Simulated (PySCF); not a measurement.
# C3H9Tl: the cost of one run

Computed with PySCF 2.14.0 and routines of our own; the level stands in each step. Atoms count from 0.

## 1. The system as given

13 atoms, charge 0, multiplicity 1; geometry from: GFN2-xTB.

## 2. NMR shieldings: PBE/pcSseg-1 Tl:us-x2c-TZVPall-2c, spin–orbit

The job: settings as JSON, then the geometry in Å.

```
{"job": {"xc": "PBE", "basis": {"default": "pcSseg-1", "Tl": "us-x2c-TZVPall-2c"}, "rel": "so", "kind": "hnmr"}, "charge": 0, "multiplicity": 1}
C     -0.482377     2.279627    -0.153389
Tl     0.000956    -0.000003     0.025993
C      2.221995    -0.716320     0.153341
C     -1.740289    -1.559091     0.012677
H     -0.405019     2.577907    -1.195740
H      0.221664     2.869105     0.424500
H     -1.487632     2.494951     0.191890
H      2.414596    -1.151580     1.130052
H      2.908787     0.108532    -0.001074
H      2.409624    -1.475086    -0.600539
H     -2.643772    -1.128462     0.431056
H     -1.943348    -1.851681    -1.014509
H     -1.479573    -2.447413     0.578016
```

Level: PBE/pcSseg-1 Tl:us-x2c-TZVPall-2c GIAO NMR shielding, X2C with spin-orbit coupling, screened-nuclear two-electron part, Gaussian nuclei, gas phase.

Command:

```bash
> OMP_NUM_THREADS=1 python heavy_run.py task.json out
```

This one command runs all jobs of the session in turn.

**Question.** How long does this first job take on 1 thread of Arm Neoverse V1, shared host, and how much memory does it need?

About 2 min, with a peak of 1.1 GiB.
